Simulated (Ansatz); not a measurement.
# BeGaH3+ (doublet): from Hartree-Fock to the top rungs, cc-pVDZ

One table from this session's results is given with a row withheld; the runs are named, their logs left out.

Program: Ansatz 0.2.0, Gaussian basis. Level of theory: cc-pVDZ, core rule «outside noble gas», up to 15 orbitals frozen. These are calculated values, not measurements.

Plan: UHF; CCSD(T) on ROHF; CCSD(T) on UHF; BCCD(T) on ROHF; CISD; CCSDT(Q) on ROHF; CCSDT(Q) on UHF.

28 further runs of the same task are left out: 8 for a known fault of the program, 13 that didn't finish, 7 set aside as unsound or not needed.

### The geometry

The geometry is a PBE0/def2-TZVP stationary point (not a proven minimum) of the parent state, kept for this charge and spin. No spin-orbit coupling is included. The filled d shell of Ga may be among the frozen orbitals whatever the setting's name suggests; the logs give the count.

5 atoms, charge 1, spin multiplicity 2.

Atoms are counted from 1 here; the program's logs count them from 0.

Bond lengths: Ga1–H3 1.583 Å, Ga1–H4 1.583 Å, Be2–H5 1.343 Å. Angles: H3–Ga1–H4 112.9°.

The first run:

in.yaml

```yaml
crystal:
  periodic: [false, false, false]
  atoms:
    - {symbol: Ga, position_ang: [0.000000, 0.000000, 0.273494]}
    - {symbol: Be, position_ang: [0.000000, 0.000000, -1.998913]}
    - {symbol: H, position_ang: [0.000000, 1.319353, 1.148196]}
    - {symbol: H, position_ang: [0.000000, -1.319353, 1.148196]}
    - {symbol: H, position_ang: [0.000000, 0.000000, -3.342377]}
basis:
  gaussian: {orbitals: cc-pVDZ}
total_charge: 1
magnetization: {spin_polarized: true, initial_magnetization: 1}
hamiltonian: {xc: hf}
output: {orbitals: {seedname: orbitals}}
```

Started as:

```
$ ansatz run in.yaml --threads 1 --pin off --events-out ev --progress --plain --max-ram 2393MiB
```

Steps of the session up to this table: UHF; CCSD(T) on ROHF; CCSD(T) on UHF; BCCD(T) on ROHF; CISD; CCSDT(Q) on ROHF; CCSDT(Q) on UHF.

One table of the session follows, with a row left open; its other results are not shown here.

It belongs to the step «Misses and costs». 

```
   method  from UCCSDT(Q) (meV)
     ROHF               +3275.9
      UHF               +3199.3
     RMP2                +928.0
     UMP2                +909.5
    RCCSD                 +80.4
    UCCSD                 +75.8
 RCCSD(T)                 +25.6
 UCCSD(T)                 +23.0
  BCCD(T)                 +25.6
   RCCSDT                     ?
   UCCSDT                  +1.1
RCCSDT(Q)                  +3.0
UCCSDT(Q)                     0
```

**Question.** Estimate the row for RCCSDT.

As computed: from UCCSDT(Q) (meV): +4.0. In the column «from UCCSDT(Q) (meV)» it lies between RCCSDT(Q) (+3.0) and UCCSD(T) (+23.0).

Not comparable, so not listed: CISD (they don't share determinant, frozen orbitals or solution with the rows shown, or repeat one).

Limits of these values: Restricted and unrestricted rows rest on different reference determinants; where their highest levels disagree by more than a few hundredths of an eV, they describe different states and don't form one ladder.
